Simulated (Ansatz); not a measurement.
# K2Rb2+ (doublet): energies up the ladder

Wanted for K2Rb2+ (doublet): energies up the ladder. Charge +1. Spin multiplicity 2.

Method: the levels named in each step, in Ansatz 0.2.0.

### 1 Starting point

Bond lengths: K1–Rb2 3.672 Å, K3–Rb4 3.676 Å.

Coordinates:

```xyz
4

K    -0.8444    1.1963   -4.1832
Rb    1.4916    1.8932   -1.4372
K    -1.7116    0.0381    3.8860
Rb   -0.3223   -2.4579    1.5731
```

### 2 A rough first relaxation, PBE-D4/def2-SVP

The input, input.yaml:

```yaml
crystal:
  periodic: [false, false, false]
  atoms:
    - { symbol: K, position_ang: [-0.84444, 1.19625, -4.18318] }
    - { symbol: Rb, position_ang: [1.49165, 1.8932, -1.43717] }
    - { symbol: K, position_ang: [-1.71164, 0.03812, 3.88596] }
    - { symbol: Rb, position_ang: [-0.32234, -2.45788, 1.57314] }
magnetization:
  spin_polarized: true
  initial_magnetization: 1
total_charge: 1
basis:
  gaussian: { orbitals: def2-SVP }
hamiltonian:
  xc: pbe
  dispersion: d4
relax:
  f_tol: 0.03
  max_steps: 200
```

Launch:

```
$ ansatz run input.yaml --threads 4 --pin off --max-ram 10240MiB --backend cpu --events-out ev --progress --plain --runs-dir out
```

The runs that follow: Relaxation, PBE0-D4/def2-TZVPP; Frequencies, PBE0-D4/def2-TZVPP; Single point, PBE-D4/def2-TZVPP; Single point, r2SCAN-D4/def2-TZVPP; Single point, B3LYP-D4/def2-TZVPP; Single point, wB97M-V/def2-TZVPP; Single point, B2PLYP/def2-TZVPP; Single point, LDA/def2-TZVPP; Single point, PBE0-D4/def2-SVP; Single point, PBE-D4/def2-SVP.

**Question.** What will these runs give? Wanted: K1–Rb2 at PBE0-D4/def2-TZVPP; K1–Rb4 at PBE0-D4/def2-TZVPP; Rb2–K3 at PBE0-D4/def2-TZVPP; frequencies at PBE0-D4/def2-TZVPP; energy at PBE-D4/def2-SVP.

**Answer**, as computed:

| quantity | value |
| --- | --- |
| K1–Rb2 at PBE0-D4/def2-TZVPP | 4.804 Å |
| K1–Rb4 at PBE0-D4/def2-TZVPP | 4.804 Å |
| Rb2–K3 at PBE0-D4/def2-TZVPP | 4.804 Å |
| frequencies at PBE0-D4/def2-TZVPP | 8 to 56 cm⁻¹ |
| energy at PBE-D4/def2-SVP | -33941.144 eV |

No mode is imaginary, so the geometry is a minimum. These totals serve in differences with atoms or fragments at the same level; alone they don't rank the methods. <S²> exceeds the pure value by up to 0.11: some mean fields break spin symmetry, which blurs their results. Heavy atoms carry effective core potentials in def2 sets, and spin-orbit coupling is left out.
